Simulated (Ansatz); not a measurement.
# LiFeN: the cost of one run

All numbers are computed with the Python package of Ansatz 0.2.0. Level of theory: DFT LDA+U, plane waves, PAW.

### Step 1. Starting point

It takes space group P-6m2 (No. 187, hexagonal). The conventional cell has a = 3.101 Å, b = 3.101 Å, c = 4.145 Å, α = 90.00°, β = 90.00°, γ = 120.00°. Around Li (site symmetry -6m2) lie 2 N at 2.07 Å. Fe (site symmetry -6m2) is surrounded by 3 N at 1.79 Å. Around N (site symmetry -6m2) lie 3 Fe at 1.79 Å and 2 Li at 2.07 Å.

The script holds or builds the structure itself.

### Step 2. Script

Input file strain_lifen.py:

```python
import logging
import sys
import warnings

import ansatz as az
import numpy as np
from tabulate import tabulate

logging.basicConfig(stream=sys.stdout, format='%(name)s: %(message)s')
logger = logging.getLogger('lifen')
logger.setLevel(logging.INFO)

VECTORS = np.array([
    [3.1006, 0.0, 0.0],
    [-1.5503, 2.685199, 0.0],
    [0.0, 0.0, 4.145339],
])
SITES = [
    ('Li', [1 / 3, 2 / 3, 0.0], 0.0),
    ('Fe', [2 / 3, 1 / 3, 0.5], 2.4),
    ('N', [1 / 3, 2 / 3, 0.5], 0.0),
]


def build(cell):
    crystal = az.Crystal(lattice=az.Lattice.of(cell))
    for symbol, position, moment in SITES:
        crystal = crystal.atom(symbol, position, moment=moment or None)
    return crystal

warnings.simplefilter('ignore', az.DeckWarning)

values = np.linspace(-0.02, 0.02, 7)
energies = []
for d in values:
    strain = np.diag([d, d, (1 + d) ** -2 - 1])
    cell = VECTORS @ (np.eye(3) + strain)
    model = build(cell).calculation()
    model = model.spin('collinear').functional(az.Functional.LDA)
    model = model.occupations('Fermi-Dirac', width=0.05).scf(tolerance=1e-10)
    model = model.hubbard('Fe', 'd', u_eff=3.5)
    model = model.basis(41 * az.Ry)
    model = model.kpoints(13, 13, 8)
    report = model.run(threads=1).report
    energies.append(report['free_energy_ev'] / len(SITES))
    logger.info(f'd = {d:+.4f}  F = {energies[-1]:.5f} eV/atom')
energies = np.array(energies)

print(tabulate(zip(values, 1000 * (energies - energies.min())), headers=['strain', 'dE (meV/atom)'], floatfmt='.3f'))
curvature = 2 * np.polyfit(values, energies, 3)[1]
volume = abs(np.linalg.det(VECTORS)) / len(SITES)
logger.info(f'd2E/dd2 over the volume: {curvature / volume * 160.21766:.1f} GPa')
```

### Step 3. The run

The run is started by

```console
$ python strain_lifen.py
```

**Question.** How long does this script take on 1 thread of Arm Neoverse V2, shared host, and how much memory does it need?

About 31 min, with a peak of 1.4 GiB.
